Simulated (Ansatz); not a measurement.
Write a Python script for Ansatz 0.2.0 through its Python package that makes a displacement scan with seeded SCF runs of GaGe3, space group Pm-3m. Use (first run): PBEsol, PAW, the default cutoff (420 eV here), 5×5×5 k-points, cold smearing of 0.1 eV.

```
Ga Ge
1.0
     4.27847    0.00000    0.00000
     0.00000    4.27847    0.00000
     0.00000    0.00000    4.27847
Ga Ge
1 3
Direct
  0.00000 0.00000 0.00000
  0.00000 0.50000 0.50000
  0.50000 0.00000 0.50000
  0.50000 0.50000 0.00000
```

Script `walk.py`:
```python
from dataclasses import dataclass

import ansatz as az
import numpy as np


@dataclass
class Settings:
    functional: str = 'pbesol'
    mesh: tuple[int, ...] = (5, 5, 5)
    occupations: str = 'cold'
    scf_tol: float = 1e-07


opts = Settings()

vectors = np.array([
    [4.27847, 0.0, 0.0],
    [0.0, 4.27847, 0.0],
    [0.0, 0.0, 4.27847],
])
xtal = (
    az.Lattice.of(vectors)
    .atom('Ga', [0.0, 0.0, 0.0])
    .atom('Ge', [0.0, 0.5, 0.5])
    .atom('Ge', [0.5, 0.0, 0.5])
    .atom('Ge', [0.5, 0.5, 0.0])
)

start = np.array(xtal.resolved().sites[1].position)
previous, rows = None, []
for step in range(6):
    target = start + step * 0.01 * np.eye(3)[2]
    base = (
        xtal.move(1, to=target).calculation()
        .functional(opts.functional)
        .pseudopotentials('paw')
        .kpoints(mesh=opts.mesh, center='gamma')
        .occupations(opts.occupations)
        .scf(tolerance=opts.scf_tol)
        .forces()
    )
    session = base.session()
    if previous is not None:
        session.seed_next_step(previous)
    previous = session.plan(retain='density').execute()
    report = previous.report
    rows.append((step, report['lagrangian_ev'], float(np.linalg.norm(report['forces_ev_ang'][1])), report['n_iterations'], report['n_symmetry_ops']))
rows = [(row[0], 1000 * (row[1] - rows[0][1]), *row[2:]) for row in rows]
for row in rows:
    print('; '.join(f'{name} = {round(v, 4) if isinstance(v, float) else v}' for name, v in zip(['step', 'dE meV', 'force on it eV/A', 'iterations', 'operations'], row)))
```

Running `python walk.py` prints:
```text
DeckWarning: basis.ecutwfc = 420 eV, auto-derived from the records' recommended cutoffs: set by Ga (normal level)
step = 0; dE meV = 0.0; force on it eV/A = 0.0; iterations = 6; operations = 48
step = 1; dE meV = 0.7741; force on it eV/A = 0.0363; iterations = 5; operations = 4
step = 2; dE meV = 3.1338; force on it eV/A = 0.0744; iterations = 5; operations = 4
step = 3; dE meV = 7.1826; force on it eV/A = 0.1155; iterations = 5; operations = 4
step = 4; dE meV = 13.0769; force on it eV/A = 0.1609; iterations = 5; operations = 4
step = 5; dE meV = 21.0263; force on it eV/A = 0.2118; iterations = 6; operations = 4
```
(Warnings from the package without file and line.)

The mesh is modest for a metal, so energies can be off by several to tens of meV an atom and pressures by half a GPa or more; differences at equal mesh fare better. The structure comes from a database of computed cells and needn't be a stable or known phase. The first step keeps the crystal's symmetry; the moved atom lowers it. Hardware and time: 14 s on 1 thread of Intel(R) Xeon(R) 6975P-C (Granite Rapids), with other jobs on the host, peak memory 0.43 GiB.

(Lines on the test bed's own set-up are left out of the output.)
